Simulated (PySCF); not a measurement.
# A diatomic session: CaSn−

Aim: find the lowest electronic state of CaSn−, scan its bond at several levels of theory, and get bond length, wavenumber and dissociation energy from each curve.

Method: Ca def2-SVPD, Sn def2-SVPD with ECP28, scalar-relativistic core potentials; program: PySCF 2.14.0.

2 further runs of the same task are left out: 2 set aside as unsound or not needed.

## (1) Set-up

Settings of the job:

| Property | Result |
| --- | --- |
| atoms | Ca, Sn |
| charge | -1 |
| basis | Ca def2-SVPD, Sn def2-SVPD with ECP28 |
| Hamiltonian | scalar-relativistic core potentials |
| basis functions | 59 |
| electrons treated | 43 |
| masses in u | 39.9626, 119.9022 |
| levels | PBE0, PBE, r²SCAN, M06-2X, BLYP, r²SCAN0, LC-ωPBE, HF, MP2, SCS-MP2, CCSD, CCSD(T) |
| grid | 80 radial by 434 angular points |
| occupations | held fixed by the projection of orbital angular momentum |
| dissociation limit | Ca + Sn−, each in its ground configuration |
| starting distance in angstrom | 3.040 |
| values of 2S to try | 1, 3 |

Started as:

```sh
$ OMP_NUM_THREADS=1 python dia.py task.json out
```

Further steps of the session: First curve: PBE0; Excited determinants; PBE (GGA); r²SCAN; M06-2X; BLYP (GGA); r²SCAN0; LC-ωPBE (range-separated hybrid); ROHF; Adding correlation.

Q: Predict the outcome of this session. Wanted: for each run, Re; ωe; De; μ.

**Answer**, as computed:

Lowest PBE0 solution found, without spin–orbit coupling: ⁴Σ⁻ (quartet), unpaired electrons σ ↑, π ↑↑. State 2 has its PBE0 minimum 0.35 eV higher, as a spin-mixed determinant (⟨S²⟩ = 1.78), so this is no gap between pure states. The other levels ran on the lowest alone.

```
       level  Re (Å)  ωe (cm⁻¹)  De (eV)  μ (D)
        ROHF   3.436      109.3     0.87   6.61
    ROHF-MP2   3.327      122.4     1.06    n/a
ROHF-SCS-MP2   3.342      120.7     1.02    n/a
   ROHF-CCSD   3.337      122.4     1.10    n/a
ROHF-CCSD(T)   3.318      125.8     1.15    n/a
         PBE   3.134      154.7     1.55   4.99
        BLYP   3.163      149.0     1.40   4.54
      r²SCAN   3.137      155.2     1.51   5.28
        PBE0   3.162      148.2     1.40   5.20
     r²SCAN0   3.168      147.8     1.39   5.29
      M06-2X   3.249      132.8     1.25   5.06
     LC-ωPBE   3.194      139.3     1.26   6.06
```

De is counted to Ca + Sn− in their ground configurations. A positive dipole points from Ca to Sn; in an ion it is taken about the centre of mass and does not tell which atom is negative.

Differences from CCSD(T) in the same basis:

```csv
level,Re (mÅ),ωe (%)
ROHF,+118,-13.1
ROHF-MP2,+9,-2.7
ROHF-SCS-MP2,+24,-4.0
ROHF-CCSD,+19,-2.7
PBE,-183,+23.0
BLYP,-154,+18.5
r²SCAN,-181,+23.4
PBE0,-155,+17.8
r²SCAN0,-150,+17.6
M06-2X,-69,+5.6
LC-ωPBE,-124,+10.8
```

Against CCSD(T) in the same basis, the bond length is nearest at ROHF-MP2 (+9 mÅ) and farthest at PBE (-183 mÅ); the wavenumber is nearest at ROHF-MP2 and ROHF-CCSD (-2.7 %) and farthest at r²SCAN (+23.4 %). CCSD(T) in a basis this small is itself some way from its limit, more so than the functionals. Of the levels with a De here, ROHF gives the least (0.87 eV) and PBE the most (1.55 eV).

Correlated steps freeze 9 core orbitals. These are scalar-relativistic numbers at best; spin–orbit coupling would shift them, the dissociation energy most. With some functionals the highest level of the anion is positive, from self-interaction error or because the anion is truly unbound there; the finite basis then holds the extra electron, and no neutral molecule was run to test the binding.
